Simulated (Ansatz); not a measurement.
**BeH3− (singlet): from Hartree-Fock to the top rungs at scale of all distances = 1.275, 6-31++G****

The task here is to estimate one member of a computed series from the others.

Method: 6-31++G**, core rule «outside noble gas», up to 1 orbitals frozen; program: Ansatz 0.2.0, Gaussian basis.

Plan: UHF; CCSD(T) on RHF; BCCD(T) on RHF; CISD; CCSDT(Q) on RHF; CASSCF and MRCISD+Q, 2 electrons in 2 orbitals; CASSCF and NEVPT2, 2 electrons in 2 orbitals; CASSCF and MRCISD+Q, 6 electrons in 7 orbitals; CASSCF and NEVPT2, 6 electrons in 7 orbitals; Full CI.

20 further runs of the same task are left out: 6 for a known fault of the program, 11 that didn't finish, 3 set aside as unsound or not needed.

## The system

The geometry derives from a PBE0/def2-TZVPD stationary point (not a proven minimum). All distances are scaled together.

4 atoms, charge -1, spin multiplicity 1.

Atoms are counted from 1 here; the program's logs count them from 0.

No contacts short enough for the rule that draws bonds.

Set-up of the first run:

File in.yaml:

```yaml
crystal:
  periodic: [false, false, false]
  atoms:
    - {symbol: Be, position_ang: [0.000000, 0.000000, 0.000000]}
    - {symbol: H, position_ang: [1.817401, 0.018225, 0.000000]}
    - {symbol: H, position_ang: [-0.924484, 1.564797, -0.004080]}
    - {symbol: H, position_ang: [-0.892917, -1.583023, 0.004080]}
basis:
  gaussian: {orbitals: "6-31++G**"}
total_charge: -1
magnetization: {spin_polarized: true, initial_magnetization: 0}
hamiltonian: {xc: hf}
output: {orbitals: {seedname: orbitals}}
```

Launch:

```bash
> ansatz run in.yaml --threads 1 --pin off --events-out ev --progress --plain --max-ram 2393MiB
```

Among the steps run: UHF; CCSD(T) on RHF; BCCD(T) on RHF; CISD; CCSDT(Q) on RHF; CASSCF and MRCISD+Q, 2 electrons in 2 orbitals; CASSCF and NEVPT2, 2 electrons in 2 orbitals; CASSCF and MRCISD+Q, 6 electrons in 7 orbitals; CASSCF and NEVPT2, 6 electrons in 7 orbitals; Full CI.

One table of the session follows, with a row left open; its other results are not shown here.

```
          method  from FCI (kcal/mol)
             RHF               +58.49
            RMP2                    ?
            CISD                +3.50
           RCCSD                +1.35
        RCCSD(T)                +0.35
         BCCD(T)                +0.34
          RCCSDT                +0.01
       RCCSDT(Q)                 0.00
     CASSCF pair               +47.78
     NEVPT2 pair               +13.16
     MRCISD pair                +2.37
   MRCISD+Q pair                -0.20
  CASSCF valence               +25.23
  NEVPT2 valence                +7.90
  MRCISD valence                +0.74
MRCISD+Q valence                +0.12
             FCI                    0
```

**Question.** Estimate the row for RMP2.

**Answer.** from FCI (kcal/mol): +14.73. In the column «from FCI (kcal/mol)» it lies between NEVPT2 pair (+13.16) and CASSCF valence (+25.23).

Caveats from the session: MRCISD+Q pair falls below full CI: the +Q correction isn't variational, and the cores differ from full CI's.
